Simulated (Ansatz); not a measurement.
What does this script print? It uses the Python package of Ansatz (0.2.0).

Script `run_nc_paw.py`:
```python
import ansatz
from ase import Atoms
import numpy as np

params = {
    "xc": "lda",
    "mesh": (6, 6, 6),
    "occupations": "Methfessel-Paxton",
    "tolerance": 1e-09,
}


def count_gap(report):
    # lowest empty less highest filled band, counting bands; zero where they overlap
    return max(report.get("gap_by_band_count_ev") or 0.0, 0.0)


def main() -> None:
    atoms = Atoms(
        ["Y", "Y", "Ge", "Ge"],
        scaled_positions=[
            [0.138606, 0.861394, 0.25],
            [0.861394, 0.138606, 0.75],
            [0.415618, 0.584382, 0.25],
            [0.584382, 0.415618, 0.75],
        ],
        cell=[
            [2.14128, -5.3622, 0.0],
            [2.14128, 5.3622, 0.0],
            [0.0, 0.0, 3.954599],
        ],
        pbc=True,
    )
    xtal = ansatz.Crystal.from_ase(atoms)

    calculation = (
        xtal.calculation()
        .functional(params["xc"])
        .kpoints(*params["mesh"])
        .occupations(params["occupations"])
        .scf(tolerance=params["tolerance"])
        .stress()
        .forces()
        .band_table()
    )
    variants = {
        "PAW": calculation.pseudopotentials("paw"),
        "norm-conserving": calculation.pseudopotentials("nc"),
    }
    rows = []
    for label, variant in variants.items():
        r = variant.run().report
        levels = np.array(r["eigenvalues_ev"][0]) - r["fermi_energy_ev"]
        print(label, "levels at the first k-point near E_F:", np.round(levels[np.abs(levels) < 5], 3))
        rows.append((label, r["n_electrons"], np.trace(r["stress_gpa"]) / 3, float(np.abs(r["forces_ev_ang"]).max()), count_gap(r)))
    print("     treatment  electrons in bands           P GPa  max force component eV/A  gap by band count eV")
    for row in rows:
        print(f"{str(row[0]):>14s}  {row[1]:18.1f}  {row[2]:14.3f}  {row[3]:24.4f}  {row[4]:20.3f}")


if __name__ == "__main__":
    main()
```

```console
$ python run_nc_paw.py
DeckWarning: basis.ecutwfc = 420 eV, auto-derived from the records' recommended cutoffs: set by Y (normal level)
DeckWarning: output.stress: scf.convergence.dr2_threshold = 1e-9 eV is looser than the 4e-10 eV advised for a printed stress (1e-10 eV for each atom of the cell: 4). What an SCF threshold leaves in a [...]
PAW levels at the first k-point near E_F: [-2.756 -1.863 -1.168 -0.903  0.366  0.611  1.437  2.532  2.773  2.804]
DeckWarning: basis.ecutwfc = 1061.244064 eV, auto-derived from the records' recommended cutoffs: set by Ge (normal level)
norm-conserving levels at the first k-point near E_F: [-2.758 -1.862 -1.164 -0.902  0.367  0.61   1.437  2.534  2.776  2.806]
     treatment  electrons in bands           P GPa  max force component eV/A  gap by band count eV
           PAW                50.0          -4.775                    0.1136                 0.000
norm-conserving                50.0          -4.771                    0.1094                 0.000
```
(Warnings from the package without file and line, shortened.)

PAW gives -4.775 GPa and norm-conserving -4.771 GPa, 0.003 GPa apart. They took 3.9 and 11.9 s of processor time.

The computed bands are complete only to about 2.0 eV above the Fermi level. For a metal this k-point mesh is coarse: on a finer one energies can move by several to tens of meV an atom and pressures by half a GPa or more, differences at one mesh by less. A gap by band count of zero or less means overlapping bands, a metal. The structure comes from a database of computed cells and needn't be a stable or known phase. Gaps and levels are Kohn-Sham values on a finite set of k-points, without spin-orbit coupling. Stress is positive in compression. Timing: 16 s on 1 thread of Intel(R) Xeon(R) 6975P-C (Granite Rapids), with other jobs on the host, peak memory 0.71 GiB.
